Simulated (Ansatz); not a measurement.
# ClTi: the cost of one run

Computed with Ansatz 0.2.0, Gaussian basis. Level: def2-TZVPP, core rule «outside noble gas», up to 14 orbitals frozen.

Plan: UHF; CCSD(T) on ROHF; CCSD(T) on UHF; CCSDT(Q) on ROHF; CCSDT(Q) on UHF.

9 further runs of the same task are left out: 6 for a known fault of the program, 3 set aside as unsound or not needed.

## 1. What is computed

The geometry is a PBE0/def2-TZVP stationary point (not a proven minimum).

2 atoms, charge 1, spin multiplicity 5.

Atoms are counted from 1 here; the program's logs count them from 0.

Bond lengths: Ti1–Cl2 2.611 Å.

## 2. UHF

Input file in.yaml:

```yaml
crystal:
  periodic: [false, false, false]
  atoms:
    - {symbol: Ti, position_ang: [0.000000, 0.000000, 0.000000]}
    - {symbol: Cl, position_ang: [0.000000, 0.000000, 2.611200]}
basis:
  gaussian: {orbitals: def2-TZVPP}
total_charge: 1
magnetization: {spin_polarized: true, initial_magnetization: 4}
hamiltonian: {xc: hf}
output: {orbitals: {seedname: orbitals}}
```

On the command line:

```console
$ ansatz run in.yaml --threads 1 --pin off --events-out ev --progress --plain --max-ram 2560MiB --backend cpu
```

**Question.** How long does this run take on 1 thread of AMD EPYC 7R13, shared host, and how much memory does it need?

About 40 s, with a peak of 0.32 GiB.
